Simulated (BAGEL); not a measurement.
# HF/6-311+G(d,p) (density fitting with qzvpp-jkfit) run of SiHClF2 (SMILES F[SiH](F)Cl)

What is the vertical singlet–triplet gap of SiHClF2 at HF/6-311+G** (density fitting with qzvpp-jkfit)? 

The calculation is run with BAGEL 1.2.2.

3 further runs of the same task are left out: 3 that didn't finish.

### 1 Starting point

The species is SiHClF2 (5 atoms), meant as a singlet with charge 0. As SMILES, `F[SiH](F)Cl`. The coordinates come from a PBE0-D4/def2-TZVP relaxation.

Bond lengths: F1–Si2 1.577 Å, Si2–F3 1.577 Å, Si2–Cl4 2.018 Å, Si2–H5 1.465 Å. Angles: F1–Si2–F3 107.6°, F1–Si2–Cl4 109.0°, F3–Si2–Cl4 109.0°, F1–Si2–H5 109.8°, F3–Si2–H5 109.8°, Cl4–Si2–H5 111.5°.

### 2 A single-point energy at HF/6-311+G(d,p) (density fitting with qzvpp-jkfit)

calc.json

```json
{ "bagel" : [

{
  "title" : "molecule",
  "basis" : "6-311+gss.json",
  "df_basis" : "qzvpp-jkfit",
  "angstrom" : "true",
  "geometry" : [
    { "atom" : "F", "xyz" : [   -0.339600,   -0.621400,    1.420100 ] },
    { "atom" : "Si", "xyz" : [    0.095900,   -0.000200,    0.037800 ] },
    { "atom" : "F", "xyz" : [   -0.033500,    1.566800,    0.156500 ] },
    { "atom" : "Cl", "xyz" : [   -1.157500,   -0.656000,   -1.401500 ] },
    { "atom" : "H", "xyz" : [    1.484600,   -0.363000,   -0.254200 ] }
  ]
},
{
  "title" : "hf"
},
{
  "title" : "print",
  "file" : "orbitals.molden",
  "orbitals" : "true"
}

]}
```

The basis set 6-311+G** is read from a file made from the Basis Set Exchange's data (not shown).

Launch:

```bash
$ BAGEL_NUM_THREADS=1 BAGEL calc.json > calc.out
```

Log:

```text
* using 1 threads per process

  ===============================================================
  ===============================================================

  *** Geometry ***

  { "atom" : "F", "xyz" : [     -0.641751,     -1.174276,      2.683600 ] },
  { "atom" : "Si", "xyz" : [      0.181225,     -0.000378,      0.071432 ] },
  { "atom" : "F", "xyz" : [     -0.063306,      2.960823,      0.295742 ] },
  { "atom" : "Cl", "xyz" : [     -2.187358,     -1.239660,     -2.648451 ] },
  { "atom" : "H", "xyz" : [      2.805487,     -0.685971,     -0.480368 ] },

  Number of auxiliary basis functions:      428

  Since a DF basis is specified, we compute 2- and 3-index integrals:
    o Being stored without compression. Storage requirement is 0.041 GB

  Number of basis functions:      110
  Number of electrons      :       50

    * METHOD: MOLECULE                             0.20

  *** RHF ***

  === Nuclear Repulsion ===
   230.9265161393

      * DIIS with orbital gradients will be used.

  === RHF iteration (6-311+gss.json) ===
      0       -947.80492722          0.02931473           0.09
      1       -948.00148343          0.02115674           0.09
      2       -948.14357234          0.00134091           0.08
      3       -948.14497346          0.00032401           0.08
      4       -948.14506026          0.00007759           0.08
      5       -948.14506746          0.00002097           0.08
      6       -948.14506799          0.00000669           0.09
      7       -948.14506803          0.00000120           0.08
      8       -948.14506804          0.00000050           0.08
      9       -948.14506804          0.00000013           0.08
     10       -948.14506804          0.00000003           0.09
     11       -948.14506804          0.00000001           0.08
     12       -948.14506804          0.00000000           0.08
    * SCF iteration converged.

    * Permanent dipole moment:
           (   -0.538822,     0.227511,     0.263363) a.u.

    * METHOD: HF                                   1.27

    * METHOD: PRINT                                0.02

  ===============================================================
```

Wall time 1.7 s (1 thread of Intel Xeon Platinum 8488C (Sapphire Rapids), shared host); peak memory 0.13 GiB.

### 3 The triplet, same level

input.json

```json
{ "bagel" : [

{
  "title" : "molecule",
  "basis" : "6-311+gss.json",
  "df_basis" : "qzvpp-jkfit",
  "angstrom" : true,
  "geometry" : [
    { "atom" : "F", "xyz" : [   -0.339600,   -0.621400,    1.420100 ] },
    { "atom" : "Si", "xyz" : [    0.095900,   -0.000200,    0.037800 ] },
    { "atom" : "F", "xyz" : [   -0.033500,    1.566800,    0.156500 ] },
    { "atom" : "Cl", "xyz" : [   -1.157500,   -0.656000,   -1.401500 ] },
    { "atom" : "H", "xyz" : [    1.484600,   -0.363000,   -0.254200 ] }
  ]
},
{
  "title" : "rohf",
  "nopen" : 2
},
{
  "title" : "print",
  "file" : "orbitals.molden",
  "orbitals" : true
}

]}
```

The basis set 6-311+G** is read from a file made from the Basis Set Exchange's data (not shown).

Launch:

```bash
$ BAGEL_NUM_THREADS=1 BAGEL input.json > input.out
```

Log:

```text
* using 1 threads per process

  ===============================================================
  ===============================================================

  *** Geometry ***

  { "atom" : "F", "xyz" : [     -0.641751,     -1.174276,      2.683600 ] },
  { "atom" : "Si", "xyz" : [      0.181225,     -0.000378,      0.071432 ] },
  { "atom" : "F", "xyz" : [     -0.063306,      2.960823,      0.295742 ] },
  { "atom" : "Cl", "xyz" : [     -2.187358,     -1.239660,     -2.648451 ] },
  { "atom" : "H", "xyz" : [      2.805487,     -0.685971,     -0.480368 ] },

  Number of auxiliary basis functions:      428

  Since a DF basis is specified, we compute 2- and 3-index integrals:
    o Being stored without compression. Storage requirement is 0.041 GB

  Number of basis functions:      110
  Number of electrons      :       50

    * METHOD: MOLECULE                             0.22

  *** Open-shell HF ***

  === Nuclear Repulsion ===
   230.9265161393

      * DIIS with orbital gradients will be used.

  === ROHF iteration (6-311+gss.json) ===
      0       -947.35426533          0.06005585           0.20
      1       -947.52965271          0.05163171           0.24
      2       -947.65225428          0.03527978           0.20
      3       -947.76525329          0.00208845           0.16
      4       -947.77450901          0.00210907           0.17
      5       -947.77786298          0.00209882           0.16
      6       -947.77637779          0.00207222           0.17
      7       -947.76857503          0.00180051           0.17
      8       -947.76855147          0.00148525           0.18
      9       -947.77605636          0.00109635           0.19
     10       -947.77736265          0.00092295           0.19
     11       -947.78153673          0.00060931           0.19
     12       -947.78346412          0.00051090           0.19
     13       -947.78611502          0.00042257           0.19
     14       -947.78675834          0.00026913           0.19
     15       -947.78720006          0.00024811           0.19
     16       -947.78740391          0.00024949           0.18
     17       -947.78728965          0.00023120           0.17
     18       -947.78722630          0.00020319           0.17
     19       -947.78724981          0.00015446           0.18
     20       -947.78724971          0.00009113           0.17
     21       -947.78734486          0.00005605           0.16
     22       -947.78738950          0.00004055           0.17
     23       -947.78740271          0.00003265           0.19
     24       -947.78741873          0.00003079           0.18
     25       -947.78742783          0.00003080           0.18
     26       -947.78742073          0.00003068           0.17
     27       -947.78741646          0.00003103           0.17
     28       -947.78742881          0.00003198           0.17
     29       -947.78740912          0.00002870           0.17
     30       -947.78739545          0.00002225           0.16
     31       -947.78741751          0.00001613           0.17
     32       -947.78742113          0.00001066           0.19
     33       -947.78742264          0.00000772           0.18
     34       -947.78742742          0.00000469           0.17
     35       -947.78742435          0.00000235           0.17
     36       -947.78742396          0.00000136           0.17
     37       -947.78742300          0.00000074           0.19
     38       -947.78742288          0.00000056           0.20
     39       -947.78742300          0.00000049           0.20
     40       -947.78742300          0.00000043           0.18
     41       -947.78742301          0.00000043           0.18
     42       -947.78742286          0.00000042           0.17
     43       -947.78742287          0.00000042           0.19
     44       -947.78742293          0.00000042           0.19
     45       -947.78742291          0.00000042           0.17
     46       -947.78742284          0.00000042           0.16
     47       -947.78742282          0.00000041           0.16
     48       -947.78742280          0.00000038           0.17
     49       -947.78742279          0.00000033           0.17
     50       -947.78742279          0.00000024           0.18
     51       -947.78742299          0.00000013           0.18
     52       -947.78742290          0.00000010           0.17
     53       -947.78742291          0.00000009           0.17
     54       -947.78742291          0.00000008           0.17
     55       -947.78742290          0.00000008           0.17
     56       -947.78742290          0.00000008           0.17
     57       -947.78742290          0.00000008           0.17
     58       -947.78742289          0.00000008           0.17
     59       -947.78742287          0.00000007           0.17
     60       -947.78742286          0.00000007           0.17
     61       -947.78742286          0.00000006           0.17
     62       -947.78742287          0.00000005           0.17
     63       -947.78742290          0.00000004           0.19
     64       -947.78742289          0.00000004           0.17
     65       -947.78742291          0.00000004           0.17
     66       -947.78742290          0.00000004           0.17
     67       -947.78742290          0.00000003           0.17
     68       -947.78742290          0.00000003           0.17
     69       -947.78742289          0.00000003           0.20
     70       -947.78742290          0.00000002           0.19
     71       -947.78742290          0.00000002           0.20
     72       -947.78742290          0.00000002           0.21
     73       -947.78742290          0.00000002           0.17
     74       -947.78742290          0.00000002           0.17
     75       -947.78742291          0.00000002           0.17
     76       -947.78742291          0.00000002           0.17
     77       -947.78742290          0.00000002           0.18
     78       -947.78742291          0.00000002           0.17
     79       -947.78742291          0.00000001           0.20
     80       -947.78742291          0.00000001           0.21
     81       -947.78742291          0.00000001           0.21
     82       -947.78742290          0.00000001           0.21
     83       -947.78742290          0.00000001           0.21
    * SCF iteration converged.

    * S^2 (ROHF) is 2.0000

    * Permanent dipole moment:
           (   -0.094833,     0.312346,     0.518864) a.u.

    * METHOD: ROHF                                15.28

    * METHOD: PRINT                                0.03

  ===============================================================
```

Wall time 16 s (1 thread of Intel Xeon Platinum 8488C (Sapphire Rapids), shared host); peak memory 0.13 GiB.

### 4 Summary of results

Level: HF/6-311+G** (density fitting with qzvpp-jkfit).

| quantity | value |
| --- | --- |
| singlet: total energy | -948.14507 Eh |
| singlet: dipole moment | 1.63 D |
| singlet: HOMO energy | -13.53 eV |
| singlet: LUMO energy | 1.61 eV |
| singlet: HOMO–LUMO gap | 15.14 eV |
| triplet: total energy | -947.78742 Eh |
| triplet: dipole moment | 1.56 D |
| triplet: ⟨S²⟩ | 2.000 |
| vertical energy of the triplet above the singlet | 9.732 eV |

**Reading.** At this shape the triplet lies 9.73 eV (939 kJ/mol) above the singlet.
